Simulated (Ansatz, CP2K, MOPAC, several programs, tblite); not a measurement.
Energy against volume for an ordered 8-atom cell of CaSn₃Se₄ on the rocksalt lattice (Pm-3m), at fixed shape and fractional coordinates, computed by several methods (PBE and r2SCAN, where shown, with plane waves in Ansatz); the cell shown is that of r2SCAN. The symmetry is Pm-3m (No. 221, cubic); conventional cell a = 6.004 Å, 27.05 Å³ an atom. Around Sn lie 6 Se at 3.00 Å; around Se lie 4 Sn at 3.00 Å and 2 Ca at 3.00 Å; around Ca lie 6 Se at 3.00 Å; around Se lie 6 Sn at 3.00 Å. Spin-unpolarised throughout. Whether this structure exists isn't addressed. Energies count from each curve's lowest point; fits are third-order Birch-Murnaghan.

```cif
data_structure
_symmetry_space_group_name_H-M 'P 1'
_symmetry_Int_Tables_number 1
_cell_length_a 6.0038
_cell_length_b 6.0038
_cell_length_c 6.0038
_cell_angle_alpha 90.000
_cell_angle_beta 90.000
_cell_angle_gamma 90.000
_cell_volume 216.41
loop_
_atom_site_label
_atom_site_type_symbol
_atom_site_fract_x
_atom_site_fract_y
_atom_site_fract_z
_atom_site_occupancy
Sn1 Sn 0.50000 0.00000 0.00000 1
Se1 Se 0.00000 0.50000 0.50000 1
Sn2 Sn 0.00000 0.50000 0.00000 1
Se2 Se 0.50000 0.00000 0.50000 1
Sn3 Sn 0.00000 0.00000 0.50000 1
Se3 Se 0.50000 0.50000 0.00000 1
Ca1 Ca 0.50000 0.50000 0.50000 1
Se4 Se 0.00000 0.00000 0.00000 1
```

GFN1-xTB (tblite), on the shape of the cell shown, as a cluster of 64 atoms at the zone centre:

| V (Å³/atom) | E (meV/atom) |
| --- | --- |
| 23.805 | 0.00 |
| 25.428 | 75.08 |
| 27.051 | 176.41 |
| 28.674 | 300.17 |
| 30.297 | 440.66 |

The lowest point is an end point, so the minimum isn't bracketed.

PM7 (MOPAC), on the shape of the cell shown, as a cluster of 64 atoms at the zone centre:

| V (Å³/atom) | E (meV/atom) |
| --- | --- |
| 23.805 | 183.39 |
| 25.428 | 55.13 |
| 27.051 | 0.00 |
| 28.674 | 13.46 |
| 30.297 | 83.76 |

The points scatter about a smooth fit, so no fit is quoted.

light PBE (260 eV, its own mesh), on the shape of the cell shown:
```csv
V (Å³/atom),E (meV/atom)
24.887,58.56
25.969,32.52
27.051,3.45
28.133,10.64
29.215,0.00
30.297,28.78
```
The points scatter about a smooth fit, as a low cutoff and a light mesh can make them, so no fit is quoted.

Question: PBE, on the shape of its own relaxed cell, gives
```tsv
V (Å³/atom)	E (meV/atom)
25.915	16.62
26.742	3.93
27.569	0.00
28.396	3.56
29.223	13.21
```
What equilibrium volume and bulk modulus follow?

Answer: V₀ = 27.56 Å³ an atom and B₀ = 48 GPa.

PBE/SZV (CP2K), on the shape of the cell shown:
```tsv
V (Å³/atom)	E (meV/atom)
23.805	296.20
25.428	143.40
27.051	53.26
28.674	9.42
30.297	0.00
```
The lowest point is an end point, so the minimum isn't bracketed.
